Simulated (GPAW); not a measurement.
# CH2BFO (SMILES FC1BO1) at RPBE/plane waves (scalar-relativistic datasets)

We compute the atomisation energy of CH2BFO. 

Program for the calculation: GPAW 26.7.0.

4 further runs of the same task are left out: 1 that didn't finish, 3 set aside as unsound or not needed.

## Step 1: The structure to begin with

The species is CH2BFO (6 atoms), meant as a singlet with charge 0. SMILES: `FC1BO1`. The coordinates come from a GFN2-xTB relaxation.

Bond lengths: F1–C2 1.366 Å, C2–B3 1.511 Å, C2–O4 1.427 Å, B3–O4 1.322 Å, C2–H5 1.085 Å, B3–H6 1.148 Å. Angles: F1–C2–B3 120.5°, F1–C2–O4 112.5°, B3–C2–O4 53.4°, C2–B3–O4 60.1°, C2–O4–B3 66.6°, F1–C2–H5 109.3°, B3–C2–H5 129.6°, O4–C2–H5 114.5°, C2–B3–H6 158.6°, O4–B3–H6 141.2°.

## Step 2: The atomisation energy at RPBE/plane waves (scalar-relativistic datasets)

The input, run_atomise.py:

```python
from ase import Atoms
from ase.io.zmatrix import parse_zmatrix
from gpaw import GPAW, PW

zmat = """
F
C 1 r2
B 2 r3 1 a3
O 3 r4 2 a4 1 d4
H 2 r5 1 a5 4 d5
H 3 r6 4 a6 2 d6
"""
values = dict(r2=1.366302, r3=1.511005, a3=120.49396, r4=1.321857, a4=60.05562, d4=-96.59151, r5=1.08455, a5=109.28257, d5=-128.29155, r6=1.147959, a6=141.23396, d6=-177.04323)
atoms = parse_zmatrix(zmat, defs=values)
atoms.center(vacuum=4.5)

gpaw_calc = GPAW(mode=PW(400), symmetry='off', xc='RPBE', maxiter=100, txt='-')
atoms.calc = gpaw_calc

e = atoms.get_potential_energy()
e_mol = {'RPBE': e}

e_atom = {}
for symbol in sorted(set(atoms.symbols)):
    atom = Atoms(symbol, cell=atoms.cell, pbc=atoms.pbc)
    atom.center()
    atom.calc = GPAW(mode=PW(400),
                     xc='RPBE',
                     maxiter=150,
                     symmetry='off',
                     hund=True,
                     txt=f'{symbol}_atom.txt')
    e = atom.get_potential_energy()
    e_atom[symbol] = {'RPBE': e}

atomisation = {xc: sum(e_atom[x][xc] for x in atoms.symbols) - e_mol[xc] for xc in e_mol}
for xc, de in atomisation.items():
    print(f'{xc:32} {de:9.3f} eV')
```

On the command line:

```bash
python3 run_atomise.py
```

**Question.** What will come out? Wanted: energy as printed; dipole moment; HOMO energy; LUMO energy; HOMO–LUMO gap; atomisation energy.

Computed results:

At RPBE/plane waves (scalar-relativistic datasets):

```
                                              quantity        value
energy as printed (from the program's reference atoms)  -28.6745 eV
                                         dipole moment       1.68 D
                   HOMO energy (from the vacuum level)     -6.70 eV
                   LUMO energy (from the vacuum level)     -1.95 eV
                                         HOMO–LUMO gap      4.74 eV
                    atomisation energy (program's own)     24.80 eV
```
